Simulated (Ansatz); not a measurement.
# BI3 (boron triiodide) at BLYP/def2-SVP (core potential)

Aim: the electronic atomisation energy of BI3 (boron triiodide) at BLYP/def2-SVP (core potential), from 3 runs. 

The results are computed with Ansatz 0.2.0.

35 further runs of the same task are left out: 1 that didn't finish, 34 set aside as unsound or not needed.

### 1 The system as given

BI3 has 4 atoms, charge 0, and is taken as a singlet. SMILES: `IB(I)I`. The shape is that of a PBE0-D4/def2-TZVP optimisation.

Bond lengths: I1–B2 2.110 Å, B2–I3 2.110 Å, B2–I4 2.110 Å. Angles: I1–B2–I3 120.0°, I1–B2–I4 120.0°, I3–B2–I4 120.0°.

### 2 A single-point energy at BLYP/def2-SVP (core potential)

Input file input.yaml:

```yaml
crystal:
  periodic: [false, false, false]
  atoms:
    - symbol: I
      position_ang: [-1.308500, -0.295200, 1.615600]
    - symbol: B
      position_ang: [0.013900, -0.015100, -0.005100]
    - symbol: I
      position_ang: [1.876800, -1.006300, -0.030300]
    - symbol: I
      position_ang: [-0.526500, 1.256300, -1.600500]
basis:
  gaussian:
    orbitals: def2-SVP
hamiltonian:
  xc: {name: BLYP}
accuracy: high
output: {orbitals: {seedname: orbitals}}
```

Run with:

```bash
$ ansatz run input.yaml --threads 1 --pin off --max-ram 3480MiB --events-out events.jsonl --progress --plain --runs-dir runs
```

Output:

```text
Warning: RAYON_NUM_THREADS=1 ignored (pool sized by the plan → 1); use --threads N
Functional definition: BLYP
  name "BLYP"
  parameter beta = 0.0042
  parameter a = 0.04918
  parameter b = 0.132
  parameter c = 0.2533
  parameter d = 0.349
  exchange = b88_x(beta = beta)
  correlation = lyp_c(a = a, b = b, c = c, d = d)
2268 factors; integrals over basis functions are off by at most 2.8e-9 eV
mean field evaluation 1: about -24973.6659 eV, gradient 2.2e1 eV
mean field evaluation 2: about -24966.6358 eV, gradient 4.9e1 eV
mean field evaluation 4: about -24975.1711 eV, gradient 1.0e0 eV
mean field evaluation 8: about -24975.1697 eV, gradient 1.3e-2 eV
mean field evaluation 16: about -24975.1697 eV, gradient 1.8e-6 eV
mean field -24975.16967046 eV, -917.8205566114 hartree, gradient 2.4e-8 eV, S^2 0.000000; 0 other end points of the search recorded, 0 dependent functions left out
reference -24975.16971616 eV, -917.8205582909 hartree; 40, 40 occupied and 52, 52 virtual orbitals, 2268 factors
Total energy: -24975.16971616 eV, -917.8205582909 hartree
```

Wall time 8.1 s (1 thread of Intel Xeon Platinum 8488C (Sapphire Rapids), shared host); peak memory 0.28 GiB.

### 3 The B atom

Input file molecule.yaml:

```yaml
crystal:
  periodic: [false, false, false]
  atoms:
    - {symbol: B, position_ang: [0.000000, 0.000000, 0.000000]}
basis:
  gaussian: {orbitals: def2-SVP}
magnetization: {spin_polarized: true, initial_magnetization: 1}
hamiltonian: {xc: {name: BLYP}}
accuracy: high
```

Run the same way, it converges to -24.62227 Eh (log not shown).

### 4 The I atom at the same level

Input file in.yaml:

```yaml
crystal:
  periodic: [false, false, false]
  atoms:
    - symbol: I
      position_ang: [0.000000, 0.000000, 0.000000]
basis:
  gaussian:
    orbitals: def2-SVP
magnetization:
  spin_polarized: true
  initial_magnetization: 1
hamiltonian:
  xc: {name: BLYP}
accuracy: high
```

Run the same way, it converges to -297.61745 Eh (log not shown).

### 5 What came out

At BLYP/def2-SVP (core potential):

| quantity | value |
| --- | --- |
| molecule: total energy | -917.82056 Eh |
| molecule: HOMO energy | -5.90 eV |
| molecule: LUMO energy | -2.87 eV |
| molecule: HOMO–LUMO gap | 3.03 eV |
| B atom: total energy | -24.62227 Eh |
| B atom: ⟨S²⟩ | 0.752 |
| I atom: total energy | -297.61745 Eh |
| I atom: ⟨S²⟩ | 0.751 |
| electronic atomisation energy | 9.414 eV |

What this shows: Taking the molecule apart into free atoms costs 9.41 eV (217 kcal/mol), before zero-point energy and without spin-orbit coupling.
